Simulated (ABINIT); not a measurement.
Crystal: TiSn.

```
CELL_PARAMETERS angstrom
0.00000 2.80055 2.80055
2.80055 0.00000 2.80055
2.80055 2.80055 0.00000
ATOMIC_POSITIONS crystal
Ti 0.00000 0.00000 0.00000
Sn 0.50000 0.50000 0.50000
```

The cell was built by a generator and needn't be a form met in nature.

| Quantity | Value |
| --- | --- |
| Program | ABINIT 10.8.3 (patched build) |
| Task | single point |
| Functional | PBE |
| Potentials or basis | JTH PAW PBE v2.0 |
| Cutoff | 599 eV |
| k mesh | 8 × 8 × 8 |
| Occupations | fermi-dirac, width 0.05 eV |
| Spin | no spin polarisation |

On this cell: pressure 0.1 GPa; largest force zero by symmetry; band gap on the k mesh none (metal or under the smearing width).

The same run follows on a disturbed copy (atoms moved at random, drawn with an rms of 0.05 Å):

```
Ti Sn
1.0
     0.00000    2.80055    2.80055
     2.80055    0.00000    2.80055
     2.80055    2.80055    0.00000
Ti Sn
1 1
Direct
  0.00892 0.99277 0.99400
  0.50319 0.49736 0.50214
```

Q: What changes?

A: The energy (extrapolated to zero smearing) moves by +2.4 meV/atom; pressure 0.1 GPa; largest force 0.264 eV/Å; band gap on the k mesh none (metal or under the smearing width).

Forces in eV/Å, atoms in the order of the input:
```
Ti   0.258  0.049 -0.023
Sn  -0.258 -0.049  0.023
```

Stress tensor (GPa, compression positive):
```
 0.20 -0.02  0.01
-0.02  0.08  0.00
 0.01  0.00  0.07
```
